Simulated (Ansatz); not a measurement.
# BGeH3 (quintet): from Hartree-Fock to the top rungs, cc-pVTZ

An exercise on one series of results from a longer session: the logs are not shown, and one member is left open.

Method: cc-pVTZ, core rule «outside noble gas», up to 15 orbitals frozen; program: Ansatz 0.2.0, Gaussian basis.

To be run: UHF; CCSD(T) on ROHF; CCSD(T) on UHF; BCCD(T) on ROHF; CCSDT(Q) on ROHF; CCSDT(Q) on UHF.

7 further runs of the same task are left out: 1 for a known fault of the program, 6 set aside as unsound or not needed.

## The geometry

The geometry is a PBE0/def2-TZVP stationary point (not a proven minimum) of the parent state, kept for this charge and spin. No spin-orbit coupling is included. The filled d shell of Ge may be among the frozen orbitals whatever the setting's name suggests; the logs give the count.

5 atoms, charge 0, spin multiplicity 5.

Atoms are counted from 1 here; the program's logs count them from 0.

Bond lengths: Ge1–B2 1.947 Å, Ge1–H3 1.543 Å, Ge1–H4 1.534 Å, B2–H5 1.189 Å. Angles: B2–Ge1–H3 128.4°, B2–Ge1–H4 122.3°, H3–Ge1–H4 109.4°, Ge1–B2–H5 134.1°.

The first run:

in.yaml reads:

```yaml
crystal:
  periodic: [false, false, false]
  atoms:
    - {symbol: Ge, position_ang: [0.000000, 0.015295, 0.254755]}
    - {symbol: B, position_ang: [0.000000, -0.169422, -1.683611]}
    - {symbol: H, position_ang: [0.000000, 1.310352, 1.093730]}
    - {symbol: H, position_ang: [0.000000, -1.198297, 1.192594]}
    - {symbol: H, position_ang: [0.000000, 0.602851, -2.587791]}
basis:
  gaussian: {orbitals: cc-pVTZ}
magnetization: {spin_polarized: true, initial_magnetization: 4}
hamiltonian: {xc: hf}
output: {orbitals: {seedname: orbitals}}
```

Started as:

```bash
> ansatz run in.yaml --threads 1 --pin off --events-out ev --progress --plain --max-ram 4096MiB --backend cpu
```

Among the steps run: UHF; CCSD(T) on ROHF; CCSD(T) on UHF; BCCD(T) on ROHF; CCSDT(Q) on ROHF; CCSDT(Q) on UHF.

One table of the session follows, with a row left open; its other results are not shown here.

| method | from UCCSDT(Q) (meV) |
| --- | --- |
| ROHF | +5846.7 |
| UHF | +5741.5 |
| RMP2 | +1269.0 |
| UMP2 | +1270.1 |
| RCCSD | +274.6 |
| UCCSD | +263.4 |
| RCCSD(T) | +61.9 |
| UCCSD(T) | +52.4 |
| BCCD(T) | +60.7 |
| RCCSDT | +18.5 |
| UCCSDT | +8.5 |
| RCCSDT(Q) | ? |
| UCCSDT(Q) | 0 |

Q: Estimate the row for RCCSDT(Q) from the others.

As computed: from UCCSDT(Q) (meV): +10.9. In the column «from UCCSDT(Q) (meV)» it lies between UCCSDT (+8.5) and RCCSDT (+18.5).

Limits of these values: Restricted and unrestricted rows rest on different reference determinants; where their highest levels disagree by more than a few hundredths of an eV, they describe different states and don't form one ladder.
